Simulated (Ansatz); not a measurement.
**CH8OSi2: one species, many methods**

An exercise on one series of results from a longer session: the logs are not shown, and one member is left open.

Program: Ansatz 0.2.0, Gaussian basis. Level of theory: functionals in def2-TZVPP, the program's frozen cores in correlated methods. These are calculated values, not measurements.

Plan: LDA (SPW92), PBE-D4, revPBE-D4, BLYP-D4, r2SCAN-D4, B97M-V, PBE0-D4, B3LYP-D4, r2SCANh-D4, r2SCAN0-D4, HSE06-D4, BHLYP-D4, CAM-B3LYP-D4, LC-ωPBE, ωB97X-V, ωB97M-V, B2PLYP, PBE-QIDH; CCSD(T)/def2-SVP; CCSD(T)/def2-TZVPP; MP2/def2-QZVPP; extrapolation to the limit; RPA on PBE.

### Structure used throughout

The geometry comes from an earlier relaxation with PBE0-D4 in a triple-zeta def2 set; it is a stationary point, not always the lowest conformer.

SMILES `OC([SiH3])[SiH3]`, 12 atoms, charge 0, spin multiplicity 1.

Atoms are counted from 1 here; the program's logs count them from 0.

Bond lengths: O1–C2 1.432 Å, O1–H5 0.962 Å, C2–Si3 1.888 Å, C2–Si4 1.891 Å, C2–H6 1.102 Å, Si3–H7 1.485 Å, Si3–H8 1.488 Å, Si3–H9 1.486 Å, Si4–H10 1.492 Å, Si4–H11 1.487 Å, Si4–H12 1.486 Å. Angles: C2–O1–H5 108.9°, O1–C2–Si3 107.2°, O1–C2–Si4 111.3°, O1–C2–H6 111.2°, Si3–C2–Si4 112.6°, Si3–C2–H6 106.4°, Si4–C2–H6 108.1°, C2–Si3–H7 110.2°, C2–Si3–H8 107.9°, C2–Si3–H9 110.5°, H7–Si3–H8 109.2°, H7–Si3–H9 109.5°, H8–Si3–H9 109.4°, C2–Si4–H10 107.7°, C2–Si4–H11 110.8°, C2–Si4–H12 110.9°, H10–Si4–H11 109.2°, H10–Si4–H12 108.5° and more.

Coordinates:

```xyz
12
charge 0, multiplicity 1
O     0.2135    1.7471    0.2817
C    -0.3831    0.4694    0.0331
Si   -0.1595   -0.5645    1.5971
Si    0.3663   -0.3528   -1.4957
H     0.1371    2.2858   -0.5114
H    -1.4700    0.5611   -0.1264
H     1.2849   -0.7619    1.8794
H    -0.7996   -1.8883    1.3665
H    -0.8062    0.0998    2.7579
H     0.3397    0.6438   -2.6056
H    -0.4235   -1.5486   -1.8937
H     1.7775   -0.7460   -1.2489
```

The first run:

Input file in.yaml:

```yaml
crystal:
  periodic: [false, false, false]
  atoms:
    - {symbol: O, position_ang: [0.213530, 1.747095, 0.281655]}
    - {symbol: C, position_ang: [-0.383073, 0.469366, 0.033061]}
    - {symbol: Si, position_ang: [-0.159531, -0.564525, 1.597135]}
    - {symbol: Si, position_ang: [0.366289, -0.352802, -1.495724]}
    - {symbol: H, position_ang: [0.137056, 2.285791, -0.511385]}
    - {symbol: H, position_ang: [-1.470047, 0.561104, -0.126366]}
    - {symbol: H, position_ang: [1.284924, -0.761926, 1.879448]}
    - {symbol: H, position_ang: [-0.799584, -1.888303, 1.366464]}
    - {symbol: H, position_ang: [-0.806195, 0.099807, 2.757885]}
    - {symbol: H, position_ang: [0.339680, 0.643804, -2.605587]}
    - {symbol: H, position_ang: [-0.423515, -1.548601, -1.893689]}
    - {symbol: H, position_ang: [1.777466, -0.746011, -1.248895]}
basis:
  gaussian: {orbitals: def2-TZVPP}
hamiltonian: {xc: lda}
output: {orbitals: {seedname: orbitals}}
```

Launch:

```bash
$ ansatz run in.yaml --threads 4 --pin off --events-out ev --progress --plain --max-ram 10444MiB
```

Among the steps run: LDA; PBE-D4 (GGA); revPBE-D4 (GGA); BLYP-D4 (GGA); r2SCAN-D4 (meta-GGA); B97M-V (meta-GGA); B3LYP-D4 (hybrid); r2SCANh-D4 (hybrid); r2SCAN0-D4 (hybrid); HSE06-D4 (hybrid); BHLYP-D4 (hybrid); CAM-B3LYP-D4 (range-separated); LC-ωPBE (range-separated); ωB97X-V (range-separated); ωB97M-V (range-separated); B2PLYP (double hybrid); PBE-QIDH (double hybrid).

One table of the session follows, with a row left open; its other results are not shown here.

It belongs to the step «Orbital energies across the functionals». 

```
  functional  HOMO (eV)  gap (eV)
 LDA (SPW92)      -6.42      5.42
      PBE-D4      -6.29      5.52
   revPBE-D4      -6.24      5.57
     BLYP-D4      -6.19      5.52
   r2SCAN-D4      -6.59      6.27
      B97M-V      -6.81      6.15
     PBE0-D4      -7.76      7.84
    B3LYP-D4      -7.53      7.37
  r2SCANh-D4      -7.14      7.10
  r2SCAN0-D4      -7.96      8.32
    HSE06-D4      -7.35      7.07
    BHLYP-D4      -9.11      9.99
CAM-B3LYP-D4          ?         ?
     LC-ωPBE     -10.48     12.68
     ωB97X-V     -10.16     12.19
     ωB97M-V     -10.06     11.74
```

Estimate the missing values for CAM-B3LYP-D4.

As computed: HOMO (eV): -9.16; gap (eV): 10.16. In the column «HOMO (eV)» it lies between ωB97M-V (-10.06) and BHLYP-D4 (-9.11).
